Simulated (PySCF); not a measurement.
# CH6Cl2Ge2: the cost of one run

Programs: PySCF 2.14.0, with density-fitted response routines of our own. Each step states its level of theory. These are calculated values for one molecule in the gas phase, unless marked as measured. Atoms count from 0, in the outputs and in this text.

## (1) The molecule as given

11 atoms, charge 0, multiplicity 1; geometry from: GFN2-xTB. The atoms were then displaced at random by about 0.01 Å, so the start is not that level's minimum.

Bonds of the start (Å): Cl0–Ge1 2.07, Ge1–C2 1.99, C2–Ge3 1.93, Ge3–Cl4 2.08, Ge1–H5 1.51, Ge1–H6 1.53, C2–H7 1.08, C2–H8 1.10, Ge3–H9 1.51, Ge3–H10 1.55.

## (2) Optimising the geometry at PBE0-D3(BJ)/def2-SVP

What the job is given:

```
{"job": {"xc": "PBE0", "basis": "def2-SVP", "d3": "d3bj", "grid": 1, "shake": 0.01, "kind": "geom"}, "charge": 0, "multiplicity": 1}
Cl     1.081990     2.218840    -1.355120
Ge     1.542970     0.600060    -0.157890
C      0.139660    -0.789840    -0.360250
Ge    -1.586390    -0.236070     0.306150
Cl    -1.537860     0.030340     2.370420
H      1.697930     1.098760     1.260860
H      2.903490     0.073660    -0.621250
H      0.093840    -1.053260    -1.409270
H      0.472690    -1.673970     0.209720
H     -2.123270     1.038710    -0.303230
H     -2.646930    -1.333070     0.044200
```

Launch:

```sh
$ OMP_NUM_THREADS=1 python probes_run.py task.json out
```

This one command runs all jobs of the session in turn.

Q: Estimate the wall time and peak memory of this first job on 1 thread of Arm Neoverse V2, shared host.

About 2.2 min, with a peak of 0.64 GiB.
